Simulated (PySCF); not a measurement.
# SiSb: changing the method

What do other methods print for SiSb?

Computed with PySCF 2.14.0. Level: method and basis as typed in the scripts.

5 further runs of the same task are left out: 1 for a known fault of the program, 4 that didn't finish.

**1. Starting geometry**

SiSb: 2 atoms, charge 0, spin multiplicity 2.

Bond lengths: Si1–Sb2 2.480 Å.

**2. Base script**

Input file input.py:

```python
from pyscf import gto, scf, mp

mol = gto.M(
    atom='Si 0 0 0; Sb 0 0 2.48',
    basis='crenbl',
    ecp={'Si': 'crenbl', 'Sb': 'crenbl'},
    charge=0,
    spin=1,
    verbose=4,
)
mf = scf.UHF(mol)
mf.kernel()
mp.MP2(mf).kernel()
mf.dip_moment()
print('orbital energies (hartree):', [e[max(0, n-3):n+3].round(4) for e, n in zip(mf.mo_energy, mol.nelec)])
```

Command:

```
$ OMP_NUM_THREADS=1 python input.py
```

**3. Polarisability**

Variant 1 changes step after the SCF: mp2 → polarizability.

Edit input.py of step 2 so:

```diff
@@ -1,2 +1,3 @@
-from pyscf import gto, scf, mp
+from pyscf import gto, scf
+from pyscf.prop.polarizability import uhf as pol
 
@@ -12,3 +13,4 @@
 mf.kernel()
-mp.MP2(mf).kernel()
+print('polarizability (a.u.)')
+print(pol.Polarizability(mf).polarizability().round(4))
 mf.dip_moment()
```

**4. CASSCF (ROHF)**

Variant 2 changes step after the SCF: mp2 → casscf; SCF type: UHF → ROHF; active space: none → 1 electrons in 2 orbitals.

Input file input.py:

```python
from pyscf import gto, scf, mcscf

mol = gto.M(
    atom='Si 0 0 0; Sb 0 0 2.48',
    basis='crenbl',
    ecp={'Si': 'crenbl', 'Sb': 'crenbl'},
    charge=0,
    spin=1,
    verbose=4,
)
mf = scf.ROHF(mol)
mf.kernel()
mc = mcscf.CASSCF(mf, 2, 1)
mc.kernel()
mc.analyze()
mf.dip_moment()
print('orbital energies (hartree):', mf.mo_energy[..., max(0, mol.nelec[1]-3):mol.nelec[0]+3].round(4))
```

**5. SCF alone**

Variant 3 changes step after the SCF: mp2 → none.

Edit input.py of step 2 so:

```diff
@@ -1,2 +1,2 @@
-from pyscf import gto, scf, mp
+from pyscf import gto, scf
 
@@ -12,3 +12,2 @@
 mf.kernel()
-mp.MP2(mf).kernel()
 mf.dip_moment()
```

**6. Blyp (UKS)**

Variant 4 changes functional: none (Hartree–Fock) → blyp; SCF type: UHF → UKS; step after the SCF: mp2 → analyze.

Edit input.py of step 2 so:

```diff
@@ -1,2 +1,2 @@
-from pyscf import gto, scf, mp
+from pyscf import gto, dft
 
@@ -10,5 +10,5 @@
 )
-mf = scf.UHF(mol)
+mf = dft.UKS(mol, xc='blyp')
 mf.kernel()
-mp.MP2(mf).kernel()
+mf.mulliken_pop()
 mf.dip_moment()
```

Q: Predict the outcome of this session. Wanted: for each run, E(SCF); from base; gap, α spin; SCF dipole; after the SCF.

As calculated:

```
           run  E(SCF) (hartree)  from base (eV)  cycles  gap, α spin (eV)  SCF dipole (D)              after the SCF
          base        -84.251200               0      15              7.59            0.89  MP2 correlation -8.476 eV
polarisability        -84.251200          0.0000      15              7.59            0.89                        n/a
 CASSCF (ROHF)        -84.245214         +0.1629      13               n/a            0.87                        n/a
     SCF alone        -84.251200          0.0000      15              7.59            0.89                        n/a
    blyp (UKS)        -86.465669  not comparable      19              1.89            0.57                        n/a
```

In words: Total energies of different functionals can't be compared with each other; differences within one functional can. The dearest run is “blyp (UKS)”, at 3.6 s against 1.1 s.
